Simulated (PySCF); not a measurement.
# C7H14S: the cost of one run

Computed with PySCF 2.14.0, with density-fitted response routines of our own, on a single molecule, in the gas phase or a continuum. Atoms count from 0, in the outputs and in this text.

**1. Starting geometry**

22 atoms, charge 0, multiplicity 1; geometry from: GFN2-xTB. The atoms were then displaced at random by about 0.01 Å, so the start is not that level's minimum.

Bonds of the start (Å): C0–C1 1.52, C1–C2 1.34, C2–S3 1.73, S3–C4 1.89, C4–C5 1.54, C4–C6 1.52, C4–C7 1.52, C0–H8 1.06, C0–H9 1.08, C0–H10 1.09, C1–H11 1.09, C2–H12 1.09, C5–H13 1.10, C5–H14 1.10, C5–H15 1.10, C6–H16 1.10, C6–H17 1.08, C6–H18 1.09, C7–H19 1.07, C7–H20 1.09, C7–H21 1.09.

**2. Geometry optimisation at PBE0-D3(BJ)/def2-SVP**

What the job is given:

```
{"job": {"xc": "PBE0", "basis": "def2-SVP", "d3": "d3bj", "grid": 1, "shake": 0.01, "kind": "geom"}, "charge": 0, "multiplicity": 1}
C      3.603670    -0.610200    -0.455030
C      2.702340     0.613460    -0.556200
C      1.367380     0.613560    -0.435840
S      0.457210    -0.819610    -0.125830
C     -1.316990    -0.167590    -0.066130
C     -1.447130     0.837700     1.088720
C     -2.170610    -1.391520     0.208210
C     -1.662290     0.469760    -1.400720
H      4.141840    -0.714430    -1.365150
H      4.300990    -0.467370     0.360230
H      2.977010    -1.476620    -0.264480
H      3.212700     1.561230    -0.734090
H      0.789390     1.537000    -0.516170
H     -2.496490     1.156060     1.192870
H     -1.139520     0.360530     2.027270
H     -0.830460     1.730410     0.934860
H     -3.226530    -1.090790     0.261660
H     -2.069640    -2.112630    -0.584600
H     -1.899490    -1.868820     1.148770
H     -1.093910     1.347460    -1.602860
H     -1.549700    -0.254650    -2.208590
H     -2.714890     0.751440    -1.396850
```

Run with:

```console
$ OMP_NUM_THREADS=1 python probes_run.py task.json out
```

The driver reads the jobs from task.json and runs them one after another.

Q: Estimate the wall time and peak memory of this first job on 1 thread of AMD EPYC 9R14, shared host.

About 78 s, with a peak of 0.82 GiB.
